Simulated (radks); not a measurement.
**He⁺ in 2p1: an all-electron calculation**

Wanted: eigenvalues, radial structure and energy terms of the helium ion He+.

Method: scalar-relativistic Kohn-Sham, LDA (Slater exchange, Perdew-Wang correlation), spin-polarised, spherical densities, point nucleus; open shells are filled with parallel spins first. Code: radks (a radial shooting solver on a logarithmic mesh, Libxc functionals) version 1.

### 1 Starting point

| Quantity | Value |
| --- | --- |
| element | helium (Z = 2) |
| charge | +1 |
| electrons | 1 |
| configuration | 2p1 |

Outer shells as boxes (Hund's rule):

He⁺
```
2p [↑ ][  ][  ]
```

### 2 The calculation

Input:

```text
Z 2
configuration 2p1
relativity scalar-relativistic
functional lda,pw
spin polarised
nucleus point
c 137.035999084
```

The run is started by

```console
$ python run_ks.py task.json out
```

All runs below come from this command, one after another.

What does the calculation give?

The runs gave:

```
                        quantity                   value
                    total energy        -0.49155 hartree
exchange-correlation share of it                 34.64 %
                            −T/E                  0.9822
          highest occupied level        2p up, -9.980 eV
    most extended occupied level  2p up, <r> = 2.54 bohr
 radius at density 0.001 e/bohr³               3.64 bohr
    maxima of the radial density                       1
```

What this shows: The radial density shows 1 maxima for 1 occupied principal shells. This is not the tabulated ground configuration, so its levels and sizes aren't those of the ground state, and no measured value stands beside it.
